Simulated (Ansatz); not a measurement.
# CH6OSiZn: the cost of one run

Computed with Ansatz 0.2.0, Gaussian basis. Level: unrestricted cation, the program's frozen cores in correlated methods.

Levels to be run: UKS PBE-D4/def2-TZVPP; UKS r2SCAN-D4/def2-TZVPP; UKS PBE0-D4/def2-TZVPP; UKS B3LYP-D4/def2-TZVPP; UKS wB97X-V/def2-TZVPP; UKS wB97M-V/def2-TZVPP; UKS B2PLYP (frozen core with 3s3p of Cu, Zn)/def2-TZVPP; UHF-CCSD(T) with 3s3p of Cu, Zn/def2-TZVPP; UHF-MP2 with 3s3p of Cu, Zn/def2-QZVPP; extrapolation to the limit; then −ε(HOMO) from the neutral's earlier runs with LDA (SPW92), PBE-D4, revPBE-D4, BLYP-D4, r2SCAN-D4, B97M-V, PBE0-D4, B3LYP-D4, r2SCANh-D4, r2SCAN0-D4, HSE06-D4, BHLYP-D4, CAM-B3LYP-D4, LC-ωPBE, ωB97X-V, ωB97M-V.

### 1 The geometry

The geometry comes from an earlier relaxation with PBE0-D4 in a triple-zeta def2 set; it is a stationary point, not always the lowest conformer.

SMILES `C[SiH2][O][ZnH]`, 10 atoms, charge 0, spin multiplicity 1.

Atoms are counted from 1 here; the program's logs count them from 0.

Bond lengths: C1–Si2 1.863 Å, C1–H5 1.094 Å, C1–H6 1.093 Å, C1–H7 1.093 Å, Si2–O3 1.623 Å, Si2–H8 1.496 Å, Si2–H9 1.495 Å, O3–Zn4 1.764 Å, Zn4–H10 1.510 Å. Angles: Si2–C1–H5 110.4°, Si2–C1–H6 110.9°, Si2–C1–H7 110.9°, H5–C1–H6 108.1°, H5–C1–H7 108.1°, H6–C1–H7 108.2°, C1–Si2–O3 110.5°, C1–Si2–H8 109.2°, C1–Si2–H9 109.1°, O3–Si2–H8 110.6°, O3–Si2–H9 110.5°, H8–Si2–H9 106.8°, Si2–O3–Zn4 147.2°, O3–Zn4–H10 177.7°.

### 2 Cation, UKS PBE-D4/def2-TZVPP

in.yaml reads:

```yaml
crystal:
  periodic: [false, false, false]
  atoms:
    - {symbol: C, position_ang: [-1.737397, 0.349761, -0.146755]}
    - {symbol: Si, position_ang: [-0.152830, -0.408673, 0.472013]}
    - {symbol: O, position_ang: [1.119758, 0.202846, -0.329259]}
    - {symbol: Zn, position_ang: [2.865364, 0.178031, -0.579158]}
    - {symbol: H, position_ang: [-2.594481, -0.062140, 0.393620]}
    - {symbol: H, position_ang: [-1.733436, 1.432981, -0.003292]}
    - {symbol: H, position_ang: [-1.877018, 0.147046, -1.211285]}
    - {symbol: H, position_ang: [-0.218458, -1.893035, 0.300996]}
    - {symbol: H, position_ang: [-0.024466, -0.146711, 1.938574]}
    - {symbol: H, position_ang: [4.352954, 0.199894, -0.835454]}
basis:
  gaussian: {orbitals: def2-TZVPP}
total_charge: 1
magnetization: {spin_polarized: true, initial_magnetization: 1}
hamiltonian: {xc: pbe, dispersion: d4}
```

Run with:

```bash
ansatz run in.yaml --threads 2 --pin off --events-out ev --progress --plain --max-ram 32768MiB --backend cpu
```

What time and memory should one allow on 2 threads of AMD EPYC 7R13, shared host?

About 25 s, with a peak of 0.86 GiB.
